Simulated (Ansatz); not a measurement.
# H9NO2Si: the cost of one run

Method: UKS BLYP-D4/STO-3G, in Ansatz 0.2.0.

## (1) The starting structure

Bond lengths: Si1–H3 1.473 Å, Si1–H4 1.463 Å, Si1–O5 1.623 Å, Si1–O7 2.066 Å, O5–H10 0.956 Å, O7–H11 0.954 Å, N9–H12 1.008 Å, N9–H13 1.009 Å. Angles: H3–Si1–H4 104.6°, H3–Si1–O5 93.7°, H3–Si1–O7 87.6°, H4–Si1–O5 126.6°, H4–Si1–O7 111.6°, O5–Si1–O7 119.0°, Si1–O5–H10 122.7°, Si1–O7–H11 108.1°, H12–N9–H13 110.9°.

Coordinates:

```xyz
13

Si   -1.2732   -0.1232   -0.8287
H    -0.1907   -1.0344    0.4030
H    -1.8639    0.8201   -1.7941
H    -2.3043   -0.2996    0.1939
O    -0.8511   -1.1940   -1.9733
H     0.9330    0.9216    0.5002
O     0.0583    1.3712   -0.3173
H     0.6176   -0.7881    0.9065
N     1.5766    0.0658    1.3018
H    -0.3589   -1.9896   -1.7790
H    -0.4278    2.0647    0.1223
H     2.5119   -0.1415    0.9882
H     1.5727    0.3267    2.2766
```

## (2) Run 1

150 steps of 0.5 fs at constant energy, with velocities drawn for 100 K.

File input.yaml:

```yaml
crystal:
  periodic: [false, false, false]
  atoms:
    - { symbol: Si, position_ang: [-1.2732, -0.1232, -0.8287] }
    - { symbol: H, position_ang: [-0.1907, -1.0344, 0.403] }
    - { symbol: H, position_ang: [-1.8639, 0.8201, -1.7941] }
    - { symbol: H, position_ang: [-2.3043, -0.2996, 0.1939] }
    - { symbol: O, position_ang: [-0.8511, -1.194, -1.9733] }
    - { symbol: H, position_ang: [0.933, 0.9216, 0.5002] }
    - { symbol: O, position_ang: [0.0583, 1.3712, -0.3173] }
    - { symbol: H, position_ang: [0.6176, -0.7881, 0.9065] }
    - { symbol: "N", position_ang: [1.5766, 0.0658, 1.3018] }
    - { symbol: H, position_ang: [-0.3589, -1.9896, -1.779] }
    - { symbol: H, position_ang: [-0.4278, 2.0647, 0.1223] }
    - { symbol: H, position_ang: [2.5119, -0.1415, 0.9882] }
    - { symbol: H, position_ang: [1.5727, 0.3267, 2.2766] }
magnetization:
  spin_polarized: true
basis:
  gaussian: { orbitals: STO-3G }
hamiltonian:
  xc: blyp
  dispersion: d4
md:
  timestep: 0.5
  n_steps: 150
  ensemble: nve
  temperature: 100.0
  initial_velocities: maxwell_boltzmann
  seed: 965851
```

Command:

```console
$ ansatz run input.yaml --threads 1 --pin off --max-ram 2048MiB --backend cpu --events-out ev --progress --plain --runs-dir out
```

**Question.** How long does this run take on 1 thread of AMD EPYC 9R45 (Zen 5), shared host, and how much memory does it need?

About 3.4 min, with a peak of 0.14 GiB.
